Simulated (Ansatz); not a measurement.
**BH₅OSiZn: a ladder of functionals and wavefunction methods**

Aim: compute BH₅OSiZn with functionals from several rungs and with coupled cluster, and see how far each lands from CCSD(T) at the basis-set limit for the atomisation energy.

The runs use Ansatz 0.2.0, Gaussian basis; functionals in def2-TZVPP, the program's frozen cores in correlated methods.

Levels to be run: LDA (SPW92), PBE-D4, revPBE-D4, BLYP-D4, r2SCAN-D4, B97M-V, PBE0-D4, B3LYP-D4, r2SCANh-D4, r2SCAN0-D4, HSE06-D4, BHLYP-D4, CAM-B3LYP-D4, LC-ωPBE, ωB97X-V, ωB97M-V, B2PLYP, PBE-QIDH; CCSD(T)/def2-SVP; CCSD(T)/def2-TZVPP; MP2/def2-QZVPP; extrapolation to the limit; RPA on PBE.

### 1 Structure used throughout

An earlier PBE0-D4 in a triple-zeta def2 set relaxation fixed the geometry.

SMILES `OB[SiH2][ZnH]`, 9 atoms, charge 0, spin multiplicity 1.

Atoms are counted from 1 here; the program's logs count them from 0.

Bond lengths: O1–B2 1.354 Å, O1–H5 0.961 Å, B2–Si3 2.015 Å, B2–H6 1.207 Å, Si3–Zn4 2.383 Å, Si3–H7 1.495 Å, Si3–H8 1.494 Å, Zn4–H9 1.559 Å. Angles: B2–O1–H5 113.5°, O1–B2–Si3 119.6°, O1–B2–H6 119.0°, Si3–B2–H6 121.3°, B2–Si3–Zn4 109.4°, B2–Si3–H7 109.7°, B2–Si3–H8 112.4°, Zn4–Si3–H7 108.4°, Zn4–Si3–H8 109.3°, H7–Si3–H8 107.6°, Si3–Zn4–H9 179.6°.

### 2 LDA

This LDA is Slater exchange with PW92 correlation.

in.yaml

```yaml
crystal:
  periodic: [false, false, false]
  atoms:
    - {symbol: O, position_ang: [0.470525, 0.963154, -1.891265]}
    - {symbol: B, position_ang: [0.706660, 0.886214, -0.560174]}
    - {symbol: Si, position_ang: [0.393162, -0.852946, 0.407065]}
    - {symbol: Zn, position_ang: [-1.813190, -0.870446, 1.306577]}
    - {symbol: H, position_ang: [0.609294, 1.842293, -2.255008]}
    - {symbol: H, position_ang: [1.044222, 1.881598, 0.033253]}
    - {symbol: H, position_ang: [1.364140, -0.983511, 1.535734]}
    - {symbol: H, position_ang: [0.573457, -2.039877, -0.481909]}
    - {symbol: H, position_ang: [-3.259672, -0.872776, 1.888527]}
basis:
  gaussian: {orbitals: def2-TZVPP}
hamiltonian: {xc: lda}
output: {orbitals: {seedname: orbitals}}
```

Command:

```console
$ ansatz run in.yaml --threads 4 --pin off --events-out ev --progress --plain --max-ram 10444MiB
```

After this run come: PBE-D4 (GGA); revPBE-D4 (GGA); BLYP-D4 (GGA); r2SCAN-D4 (meta-GGA); B97M-V (meta-GGA); B3LYP-D4 (hybrid); r2SCANh-D4 (hybrid); r2SCAN0-D4 (hybrid); HSE06-D4 (hybrid); BHLYP-D4 (hybrid); CAM-B3LYP-D4 (range-separated); LC-ωPBE (range-separated); ωB97X-V (range-separated); ωB97M-V (range-separated); B2PLYP (double hybrid); PBE-QIDH (double hybrid); CCSD(T) in def2-SVP; CCSD(T) in def2-TZVPP; MP2 in def2-QZVPP; RPA on PBE orbitals.

Q: Predict the results of all the runs planned. Wanted: atomisation energy, CCSD(T)/CBS; farthest beyond LDA; mean size of error, GGA; mean size of error, meta-GGA; mean size of error, hybrid; mean size of error, range-separated; mean size of error, double hybrid; gap, smallest and largest; T1 diagnostic.

**Answer**, as computed:

```
                               quantity                                              value
        atomisation energy, CCSD(T)/CBS                                          27.696 eV
    functionals within 0.138 eV (0.5 %)  PBE0-D4, B3LYP-D4, r2SCAN0-D4, HSE06-D4, PBE-QIDH
                    farthest beyond LDA                               BHLYP-D4 (-0.605 eV)
                mean size of error, GGA                                           0.284 eV
           mean size of error, meta-GGA                                           0.325 eV
             mean size of error, hybrid                                           0.150 eV
    mean size of error, range-separated                                           0.240 eV
      mean size of error, double hybrid                                           0.206 eV
              gap, smallest and largest          3.63 eV (LDA (SPW92)), 10.06 eV (LC-ωPBE)
                          T1 diagnostic                                             0.0157
triples share of the correlation energy                                              3.3 %
```

What this shows: The LDA atomisation energy is off by 3.868 eV (14 %): it overbinds. PBE-D4 misses by +0.302 eV. Double hybrids carry the basis error of their MP2 part in triple zeta, and no dispersion term here, so their miss is partly the set-up's. Taken by rung, hybrid functionals do best (0.150 eV on average) and meta-GGA ones worst beyond LDA (0.325 eV). GGA functionals lie within the reference's doubt of that worst mean (0.284 eV), so those two tie. The gap between the best rungs is small, so their order is not settled. Misses under about 0.138 eV are within the doubt on the reference itself, which lacks core-valence correlation, relativity and higher excitations. Hartree-Fock recovers 74 % of the binding; the rest is correlation. CCSD(T) in def2-SVP is off by -1.550 eV, more than most functionals: a good method in a small basis is no reference. The gap grows from 3.6 to 10.1 eV across the functionals, mostly with the share of exact exchange. For Zn the d shell is correlated and the shells below it are frozen.
